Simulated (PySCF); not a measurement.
# C4H10OSi: the cost of one run

The runs use PySCF 2.14.0, with density-fitted response routines of our own; the level of theory stands in each step. All values are computed, except where a source is named. Atoms are numbered from 0 throughout.

**1. The starting structure**

16 atoms, charge 0, multiplicity 1; geometry from: GFN2-xTB. The atoms were then displaced at random by about 0.03 Å, so the start is not that level's minimum.

Bonds of the start (Å): C0–C1 1.44, C1–Si2 1.93, Si2–C3 1.78, C3–C4 1.52, C4–O5 1.44, O5–C0 1.50, C0–H6 1.09, C0–H7 1.17, C1–H8 1.15, C1–H9 1.07, Si2–H10 1.50, Si2–H11 1.48, C3–H12 1.24, C3–H13 1.04, C4–H14 1.07, C4–H15 1.14.

**2. Relaxing the molecule at PBE0-D3(BJ)/def2-SVP**

What the job is given:

```
{"job": {"xc": "PBE0", "basis": "def2-SVP", "d3": "d3bj", "grid": 1, "shake": 0.03, "kind": "geom"}, "charge": 0, "multiplicity": 1}
C      0.996460     0.920390    -0.633050
C      1.587120    -0.092880     0.208200
Si     0.137640    -0.998950     1.099450
C     -1.133520    -0.803760    -0.126840
C     -1.414880     0.664750    -0.422140
O     -0.279130     1.463040    -0.057380
H      0.758690     0.611580    -1.654430
H      1.616480     1.899680    -0.757100
H      2.277230     0.402940     0.984990
H      2.194610    -0.748690    -0.378740
H     -0.157260    -0.366650     2.429960
H      0.532170    -2.407930     1.342360
H     -2.253790    -1.206200     0.208220
H     -1.026490    -1.327270    -1.016510
H     -1.683590     0.836100    -1.443470
H     -2.201300     1.137790     0.260090
```

Run with:

```
OMP_NUM_THREADS=1 python probes_run.py task.json out
```

This one command runs all jobs of the session in turn.

**Question.** How long does this first job take on 1 thread of Arm Neoverse V1, shared host, and how much memory does it need?

About 86 s, with a peak of 0.59 GiB.
